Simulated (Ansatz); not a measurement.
# C7H18GeO3: a ladder of functionals and wavefunction methods

The task here is to estimate one member of a computed series from the others.

Method: functionals in def2-TZVPP, the program's frozen cores in correlated methods; program: Ansatz 0.2.0, Gaussian basis.

Levels to be run: LDA (SPW92), PBE-D4, revPBE-D4, BLYP-D4, r2SCAN-D4, B97M-V, PBE0-D4, B3LYP-D4, r2SCANh-D4, r2SCAN0-D4, HSE06-D4, BHLYP-D4, CAM-B3LYP-D4, LC-ωPBE, ωB97X-V, ωB97M-V, B2PLYP, PBE-QIDH; CCSD(T)/def2-SVP; CCSD(T)/def2-TZVPP; MP2/def2-QZVPP; extrapolation to the limit; RPA on PBE.

**The geometry**

All runs share one geometry, relaxed beforehand with PBE0-D4 in a triple-zeta def2 set.

SMILES `CC[O][Ge]([CH3])([O]CC)[O]CC`, 29 atoms, charge 0, spin multiplicity 1.

Atoms are counted from 1 here; the program's logs count them from 0.

Bond lengths: C1–C2 1.509 Å, C1–H12 1.093 Å, C1–H13 1.092 Å, C1–H14 1.092 Å, C2–O3 1.414 Å, C2–H15 1.099 Å, C2–H16 1.100 Å, O3–Ge4 1.776 Å, Ge4–C5 1.925 Å, Ge4–O6 1.768 Å, Ge4–O9 1.761 Å, C5–H17 1.090 Å, C5–H18 1.090 Å, C5–H19 1.090 Å, O6–C7 1.415 Å, C7–C8 1.509 Å, C7–H20 1.097 Å, C7–H21 1.099 Å and more. Angles: C2–C1–H12 110.6°, C2–C1–H13 110.5°, C2–C1–H14 110.5°, H12–C1–H13 108.5°, H12–C1–H14 108.5°, H13–C1–H14 108.2°, C1–C2–O3 108.9°, C1–C2–H15 110.1°, C1–C2–H16 109.8°, O3–C2–H15 110.6°, O3–C2–H16 110.3°, H15–C2–H16 107.1°, C2–O3–Ge4 119.6°, O3–Ge4–C5 115.0°, O3–Ge4–O6 109.0°, O3–Ge4–O9 104.2°, C5–Ge4–O6 106.2°, C5–Ge4–O9 111.8° and more.

Geometry (Å):

| atom | x (Å) | y (Å) | z (Å) |
| --- | --- | --- | --- |
| C1 | -0.3019 | 1.0252 | -3.1890 |
| C2 | -1.0057 | 0.9198 | -1.8584 |
| O3 | -0.5579 | -0.2451 | -1.1931 |
| Ge4 | -1.0133 | -0.5176 | 0.5013 |
| C5 | -2.9046 | -0.6774 | 0.8199 |
| O6 | -0.4625 | 0.8534 | 1.4722 |
| C7 | 0.9090 | 1.1957 | 1.5301 |
| C8 | 1.0633 | 2.4545 | 2.3475 |
| O9 | -0.1487 | -1.9849 | 0.9502 |
| C10 | 0.7269 | -2.6684 | 0.0703 |
| C11 | 2.1062 | -2.0514 | 0.0319 |
| H12 | -0.6376 | 1.9124 | -3.7319 |
| H13 | -0.5089 | 0.1449 | -3.8011 |
| H14 | 0.7784 | 1.0949 | -3.0451 |
| H15 | -0.8023 | 1.8136 | -1.2527 |
| H16 | -2.0934 | 0.8762 | -2.0141 |
| H17 | -3.3936 | 0.2828 | 0.6557 |
| H18 | -3.3327 | -1.4246 | 0.1520 |
| H19 | -3.0668 | -0.9854 | 1.8529 |
| H20 | 1.4838 | 0.3775 | 1.9819 |
| H21 | 1.3096 | 1.3523 | 0.5188 |
| H22 | 0.6805 | 2.3014 | 3.3586 |
| H23 | 0.5083 | 3.2781 | 1.8932 |
| H24 | 2.1160 | 2.7408 | 2.4146 |
| H25 | 0.7858 | -3.6969 | 0.4410 |
| H26 | 0.3094 | -2.7058 | -0.9420 |
| H27 | 2.7739 | -2.6546 | -0.5894 |
| H28 | 2.0682 | -1.0454 | -0.3918 |
| H29 | 2.5305 | -1.9940 | 1.0369 |

The first run:

File in.yaml:

```yaml
crystal:
  periodic: [false, false, false]
  atoms:
    - {symbol: C, position_ang: [-0.301885, 1.025191, -3.189049]}
    - {symbol: C, position_ang: [-1.005724, 0.919800, -1.858431]}
    - {symbol: O, position_ang: [-0.557872, -0.245108, -1.193111]}
    - {symbol: Ge, position_ang: [-1.013290, -0.517611, 0.501265]}
    - {symbol: C, position_ang: [-2.904602, -0.677374, 0.819905]}
    - {symbol: O, position_ang: [-0.462515, 0.853350, 1.472199]}
    - {symbol: C, position_ang: [0.909021, 1.195670, 1.530064]}
    - {symbol: C, position_ang: [1.063295, 2.454495, 2.347524]}
    - {symbol: O, position_ang: [-0.148655, -1.984913, 0.950183]}
    - {symbol: C, position_ang: [0.726883, -2.668430, 0.070329]}
    - {symbol: C, position_ang: [2.106196, -2.051435, 0.031945]}
    - {symbol: H, position_ang: [-0.637597, 1.912365, -3.731861]}
    - {symbol: H, position_ang: [-0.508867, 0.144899, -3.801134]}
    - {symbol: H, position_ang: [0.778416, 1.094948, -3.045060]}
    - {symbol: H, position_ang: [-0.802272, 1.813617, -1.252722]}
    - {symbol: H, position_ang: [-2.093354, 0.876212, -2.014127]}
    - {symbol: H, position_ang: [-3.393577, 0.282836, 0.655672]}
    - {symbol: H, position_ang: [-3.332668, -1.424586, 0.152001]}
    - {symbol: H, position_ang: [-3.066828, -0.985405, 1.852853]}
    - {symbol: H, position_ang: [1.483753, 0.377474, 1.981874]}
    - {symbol: H, position_ang: [1.309570, 1.352261, 0.518753]}
    - {symbol: H, position_ang: [0.680509, 2.301443, 3.358601]}
    - {symbol: H, position_ang: [0.508287, 3.278104, 1.893247]}
    - {symbol: H, position_ang: [2.115982, 2.740806, 2.414619]}
    - {symbol: H, position_ang: [0.785840, -3.696925, 0.441044]}
    - {symbol: H, position_ang: [0.309400, -2.705823, -0.942027]}
    - {symbol: H, position_ang: [2.773912, -2.654644, -0.589432]}
    - {symbol: H, position_ang: [2.068207, -1.045415, -0.391823]}
    - {symbol: H, position_ang: [2.530535, -1.994002, 1.036901]}
basis:
  gaussian: {orbitals: def2-TZVPP}
hamiltonian: {xc: lda}
output: {orbitals: {seedname: orbitals}}
```

Among the steps run: LDA; PBE-D4 (GGA); revPBE-D4 (GGA); BLYP-D4 (GGA); r2SCAN-D4 (meta-GGA); B97M-V (meta-GGA); PBE0-D4 (hybrid); B3LYP-D4 (hybrid); r2SCANh-D4 (hybrid); r2SCAN0-D4 (hybrid); HSE06-D4 (hybrid); BHLYP-D4 (hybrid); CAM-B3LYP-D4 (range-separated); LC-ωPBE (range-separated); ωB97X-V (range-separated); ωB97M-V (range-separated); B2PLYP (double hybrid); PBE-QIDH (double hybrid).

One table of the session follows, with a row left open; its other results are not shown here.

It belongs to the step «Orbital energies across the functionals». 

| functional | HOMO (eV) | LUMO (eV) | gap (eV) |
| --- | --- | --- | --- |
| LDA (SPW92) | -6.29 | -0.44 | 5.85 |
| PBE-D4 | -6.13 | -0.19 | 5.94 |
| revPBE-D4 | -6.06 | -0.07 | 6.00 |
| BLYP-D4 | -6.04 | -0.16 | 5.88 |
| r2SCAN-D4 | -6.45 | 0.33 | 6.79 |
| B97M-V | ? | ? | ? |
| PBE0-D4 | -7.68 | 0.71 | 8.40 |
| B3LYP-D4 | -7.44 | 0.39 | 7.84 |
| r2SCANh-D4 | -7.04 | 0.65 | 7.69 |
| r2SCAN0-D4 | -7.92 | 1.09 | 9.00 |
| HSE06-D4 | -7.28 | 0.34 | 7.62 |
| BHLYP-D4 | -9.17 | 1.41 | 10.58 |
| CAM-B3LYP-D4 | -9.13 | 1.54 | 10.66 |
| LC-ωPBE | -10.44 | 2.85 | 13.29 |
| ωB97X-V | -10.14 | 2.60 | 12.73 |
| ωB97M-V | -10.08 | 2.20 | 12.27 |

Q: Estimate the row for B97M-V from the others.

**Answer.** HOMO (eV): -6.62; LUMO (eV): -0.03; gap (eV): 6.58. In the column «HOMO (eV)» it lies between r2SCANh-D4 (-7.04) and r2SCAN-D4 (-6.45).
